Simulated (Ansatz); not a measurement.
This script drives Ansatz's Python interface.

`run_spin.py`
```python
# -*- coding: utf-8 -*-
import ansatz as az

mol = (
    az.Crystal.molecule()
    .atom("N", [-1.4254, 1.0049, -0.1885])
    .atom("Si", [0.2032, 0.8674, -0.4614])
    .atom("Si", [0.98, -1.1447, 0.4238])
    .atom("O", [-0.0054, -2.3563, 0.133])
    .atom("H", [-1.6375, 1.3013, 0.753])
    .atom("H", [-1.8053, 1.8556, -0.7526])
    .atom("H", [0.4123, 0.9189, -1.9253])
    .atom("H", [0.8764, 2.073, 0.1551])
    .atom("H", [1.145, -0.9895, 1.9528])
    .atom("H", [2.3357, -1.5031, -0.1147])
    .atom("H", [-1.0136, -2.0843, 0.0455])
)

base = mol.calculation()
base = base.basis(gaussian="pcseg-2")
base = base.functional("b3lyp", dispersion="d4")
found = {}
for unpaired in [0, 2, 4]:
    report = base.spin("collinear", total=unpaired).run(threads=1).report
    s = unpaired / 2
    found[unpaired] = report["free_energy_ev"]
    print(f"2S+1 = {unpaired + 1}: E = {found[unpaired]:.5f} eV, <S^2> = {abs(report['mean_field']['state']['spin_squared']):.3f} (pure state {s * (s + 1):.2f})")
lowest = min(found, key=found.get)
for unpaired, e in found.items():
    print(f"multiplicity {unpaired + 1}: {96.485332 * (e - found[lowest]):.1f} kJ/mol above the lowest")
```

It is started by `python run_spin.py`. Estimate its wall time and peak memory on 1 thread of Arm Neoverse V1, with other jobs on the host.

It took about 89 s, with a peak of 0.7 GiB, for 3 runs of the engine.

```console
$ python run_spin.py
2S+1 = 1: E = -19411.62750 eV, <S^2> = 0.000 (pure state 0.00)
2S+1 = 3: E = -19406.73405 eV, <S^2> = 2.004 (pure state 2.00)
2S+1 = 5: E = -19400.48504 eV, <S^2> = 6.012 (pure state 6.00)
multiplicity 1: 0.0 kJ/mol above the lowest
multiplicity 3: 472.1 kJ/mol above the lowest
multiplicity 5: 1075.1 kJ/mol above the lowest
```

In order: multiplicity 1 (+0.00 eV), multiplicity 3 (+4.89 eV) and multiplicity 5 (+11.14 eV), all at the one geometry.

What to keep in mind:
- Total energies depend on the basis set; only differences at equal settings carry meaning.
- The geometry is a force-field or estimated start, not a minimum of this method, and the basis set is short of its limit. All parts are taken at fixed geometry, without zero-point energy.
- b3lyp holds the VWN-RPA fit, as in Gaussian; the form of ORCA and Turbomole is b3lyp5.
